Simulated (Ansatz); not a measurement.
**P: how the settings move a relaxation**

Question: which choices in the input matter for P?

Method: reference: DFT, LDA, PAW with Ansatz's default frozen-core files, scalar-relativistic; relaxation of cell and atoms, in Ansatz 0.2.0.

**1. The system as given**

The structure is monoclinic, space group P2/m (No. 10). Conventional cell: a = 2.425 Å, b = 2.439 Å, c = 4.852 Å, α = 90.00°, β = 90.24°, γ = 90.00°. P (site symmetry m) has 6 P at 2.42 to 2.44 Å as nearest neighbours.

Cell or atoms stand a little off a more symmetric structure (Pm-3m at a tolerance of 0.3 Å), so results at this geometry aren't those of that ideal crystal.

As a file:

```xyz
2
Lattice="2.4247 0.0000 0.0000 0.0000 2.4385 0.0000 -0.0203 0.0000 4.8524" Properties=species:S:1:pos:R:3 pbc="T T T"
P     2.4196    0.0000    1.2159
P    -0.0152    0.0000    3.6365
```

**2. The reference run**

input.yaml reads:

```yaml
crystal:
  lattice:
    - [2.4246941115, 0.0, 0.0]
    - [0.0, 2.4385351442, 0.0]
    - [-0.0203144631, 0.0, 4.8524328982]
  atoms:
    - { symbol: P, position: [0.99999997, 0.0, 0.25057464] }
    - { symbol: P, position: [3.0e-08, 0.0, 0.74942536] }
kpoints:
  mp_grid: { grid: [14, 14, 8] }
scf:
  occupations: { method: fermi_dirac, width: 0.05 }
hamiltonian:
  xc: lda
  pseudopotentials: { kind: paw }
relax:
  f_tol: 0.002
  max_steps: 80
  cell: {}
output:
  forces: true
  stress: true
```

Command:

```
$ ansatz run input.yaml --threads 1 --pin off --max-ram 3072MiB --backend cpu --events-out ev --progress --plain --runs-dir out
```

**3. Changed: dispersion d4, ecutwfc 450 eV**

Changes to input.yaml since step 2:

```diff
@@ -15,2 +15,3 @@
   pseudopotentials: { kind: paw }
+  dispersion: d4
 relax:
@@ -22 +23,3 @@
   stress: true
+basis:
+  ecutwfc: "450 eV"
```

Before running it: what results should come out? Wanted: for each run, ending; energy change; pressure; gap; force.

As calculated:

| run | ending | energy change | pressure (GPa) | gap (eV) | force (eV/Å) | cycles | time |
| --- | --- | --- | --- | --- | --- | --- | --- |
| reference | converged | 0 | 0.0 | 0.00 | 0.00 | 37 | 33 s |
| 1: dispersion d4, ecutwfc 450 eV | converged | -528.2 meV/atom (offset of the dispersion model) | 0.0 | 0.00 | 0.00 | 32 | 32 s |

What this shows: Changing the dispersion term and cutoff moves the energy by -528.2 meV/atom, and the final volume goes from 28.09 to 26.95 Å³. Semilocal functionals close small gaps, so the missing gap need not be the real solid's.
